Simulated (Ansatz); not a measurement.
Write a Python script for the Ansatz DFT code, driven from Python that makes a relaxed scan of one distance of CH3GeO, SMILES O=[CH][GeH2]. Settings (for the species named): B3LYP, def2-SVP basis, multiplicity 2.

```xyz
6

O    -1.8082   -0.4208   -0.7702
C    -0.9622   -0.0755    0.0373
Ge    0.8925   -0.0706   -0.4584
H    -1.2572    0.2288    1.0354
H     1.4582    1.3657   -0.3193
H     1.6769   -1.0276    0.4751
```

`ch3geo.py`
```python
"""One bond of CH3GeO held at set lengths while the rest relaxes."""

import ansatz as az
import numpy as np

geometry = (
    az.Crystal.molecule()
    .atom("O", [-1.8082, -0.4208, -0.7702])
    .atom("C", [-0.9622, -0.0755, 0.0373])
    .atom("Ge", [0.8925, -0.0706, -0.4584])
    .atom("H", [-1.2572, 0.2288, 1.0354])
    .atom("H", [1.4582, 1.3657, -0.3193])
    .atom("H", [1.6769, -1.0276, 0.4751])
)

job = geometry.calculation().basis(gaussian="def2-SVP").functional("b3lyp").spin("collinear", total=1)
symbols = [site.symbol for site in geometry.cartesian_sites]
pairs = [(0, 1), (1, 2), (1, 3), (2, 4), (2, 5)]
print("held (A)   E (eV)        ", "  ".join(f"{symbols[i]}{i}-{symbols[j]}{j}" for i, j in pairs))
for length in [1.77, 1.92, 2.07, 2.3, 2.59]:
    summary = job.relax(constraints=[az.DistanceConstraint((1, 2), at=length)], force_tolerance=0.02, max_steps=60).run(threads=1).report
    xyz = np.array(summary["positions_ang"])
    print(f"{length:6.2f} {summary['free_energy_ev']:14.5f}  ", "  ".join(f"{np.linalg.norm(xyz[i] - xyz[j]):.3f}" for i, j in pairs))
```

```console
$ python ch3geo.py
held (A)   E (eV)         O0-C1  C1-Ge2  C1-H3  Ge2-H4  Ge2-H5
DeckWarning: relax.constraints: the input's atoms, or those drawn, lie off the distances that are held; a relaxation that starts there is brought onto them ahead of its first SCF, by positions alone, an atom by 7.49e-2 Å at the most. With the symmetry detection on, the symmetry is detected on the input's atoms as so brought (as typed, where only the drawn atoms reach the distances), and notices that speak of the structure as typed mean those atoms
  1.77   -59640.46336   1.227  1.770  1.125  1.541  1.535
  1.92   -59640.84737   1.210  1.920  1.125  1.550  1.545
  2.07   -59640.87217   1.200  2.070  1.124  1.557  1.552
  2.30   -59640.59410   1.188  2.300  1.123  1.566  1.561
  2.59   -59640.05008   1.175  2.590  1.128  1.581  1.581
```
(Warnings from the package without file and line, repeats left out.)

Total energies depend on the basis set; only differences at equal settings carry meaning. The energies are electronic: no zero-point or thermal terms, and the basis set is short of its limit. The species is open-shell (spin multiplicity 2). b3lyp holds the VWN-RPA fit, as in Gaussian; the form of ORCA and Turbomole is b3lyp5. Run time: 7.7 min on 1 thread of Arm Neoverse V1, on a shared host, peak memory 0.29 GiB.
